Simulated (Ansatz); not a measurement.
# Tl (Tl, omega (AlB2-type)): the cost of one run

Program: Ansatz 0.2.0. Level of theory: DFT PBEsol, plane waves (420 eV) with PAW, scalar-relativistic; the PAW data stem from PBE, with regenerated cores. These are calculated values, not measurements.

### Step 1. The system as given

The structure is hexagonal, space group P6/mmm (No. 191). Conventional cell: a = 5.411 Å, b = 5.411 Å, c = 3.317 Å, α = 90.00°, β = 90.00°, γ = 120.00°. Tl (site symmetry 6/mmm) is surrounded by 14 Tl at 3.32 to 3.54 Å. Tl (site symmetry -6m2) is surrounded by 11 Tl at 3.12 to 3.54 Å.

Structure file:

```
Tl
1.0
     5.41113    0.00000    0.00000
    -2.70557    4.68618    0.00000
     0.00000    0.00000    3.31703
Tl
3
Direct
  0.00000 0.00000 0.00000
  0.33333 0.66667 0.50000
  0.66667 0.33333 0.50000
```

### Step 2. Relaxing cell and atoms

input.yaml reads:

```yaml
crystal:
  lattice:
    - [5.4111348334, 0.0, 0.0]
    - [-2.7055674167, 4.686180229, 0.0]
    - [0.0, 0.0, 3.3170256529]
  atoms:
    - { symbol: Tl, position: [0.0, 0.0, 0.0] }
    - { symbol: Tl, position: [0.3333333333, 0.6666666667, 0.5] }
    - { symbol: Tl, position: [0.6666666667, 0.3333333333, 0.5] }
hamiltonian:
  xc: pbesol
  pseudopotentials:
    kind: paw
    azcp:
      Tl: "pseudopotentials/Tl.paw.azcp"
basis:
  ecutwfc: 420
  fft_grid_basis: typed
kpoints:
  mp_grid: { grid: [7, 7, 10], shift: [0, 0, 0] }
magnetization:
  spin_polarized: false
scf:
  occupations: { method: fermi_dirac, width: 0.1 }
relax:
  max_steps: 60
  f_tol: 0.01
  cell: {}
```

Q: Estimate wall time and peak memory on 2 threads of Arm Neoverse V2, shared host.

About 7 s, with a peak of 0.38 GiB.
